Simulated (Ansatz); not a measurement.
# BeB12: the cost of one run

Method: DFT PBE, scalar-relativistic, plane waves, PAW, in Ansatz 0.2.0.

## 1. The system as given

It takes space group Fm-3m (No. 225, cubic). Conventional cell: a = 7.075 Å, b = 7.075 Å, c = 7.075 Å, α = 90.00°, β = 90.00°, γ = 90.00°. Be (site symmetry m-3m) is surrounded by 24 B at 2.63 Å. Around B (site symmetry mm2) lie 5 B at 1.62 to 1.69 Å.

Coordinates:

```
Be B
1.0
     0.00000    3.53728    3.53728
     3.53728    0.00000    3.53728
     3.53728    3.53728    0.00000
Be B
1 12
Cartesian
  0.0000 0.0000 0.0000
  4.7325 4.7325 3.5373
  4.7325 3.5373 2.3420
  3.5373 4.7325 2.3420
  4.7325 2.3420 3.5373
  4.7325 3.5373 4.7325
  3.5373 2.3420 4.7325
  2.3420 4.7325 3.5373
  2.3420 3.5373 4.7325
  3.5373 4.7325 4.7325
  2.3420 2.3420 3.5373
  2.3420 3.5373 2.3420
  3.5373 2.3420 2.3420
```

Recipe of the guess: species swapped into a database cell of DyB12 (Fm-3m, No. 225), with Be on the Dy sites. Its size is a rough estimate.

## 2. The guess as it stands, on a coarse mesh

Contents of input.yaml:

```yaml
crystal:
  lattice:
    - [0.0, 3.53727679, 3.53727679]
    - [3.53727679, 0.0, 3.53727679]
    - [3.53727679, 3.53727679, 0.0]
  atoms:
    - { symbol: Be, position: [0.0, 0.0, 0.0] }
    - { symbol: B, position: [0.5, 0.5, 0.83790642] }
    - { symbol: B, position: [0.16209358, 0.5, 0.83790642] }
    - { symbol: B, position: [0.5, 0.16209358, 0.83790642] }
    - { symbol: B, position: [0.16209358, 0.83790642, 0.5] }
    - { symbol: B, position: [0.5, 0.83790642, 0.5] }
    - { symbol: B, position: [0.5, 0.83790642, 0.16209358] }
    - { symbol: B, position: [0.83790642, 0.16209358, 0.5] }
    - { symbol: B, position: [0.83790642, 0.5, 0.16209358] }
    - { symbol: B, position: [0.83790642, 0.5, 0.5] }
    - { symbol: B, position: [0.5, 0.5, 0.16209358] }
    - { symbol: B, position: [0.5, 0.16209358, 0.5] }
    - { symbol: B, position: [0.16209358, 0.5, 0.5] }
basis:
  ecutwfc: 420
kpoints:
  mp_grid: { grid: [4, 4, 4] }
hamiltonian:
  xc: pbe
scf:
  occupations: { method: gaussian, width: 0.1 }
  lower_state_search: "off"
output:
  forces: true
  stress: true
  eigenvalues: true
```

Launch:

```console
$ ansatz run input.yaml --threads 1 --pin off --max-ram 2560MiB --backend cpu --events-out ev --progress --plain --runs-dir out
```

What time and memory should one allow on 1 thread of Arm Neoverse V2, shared host?

About 1.4 s, with a peak of 0.32 GiB.
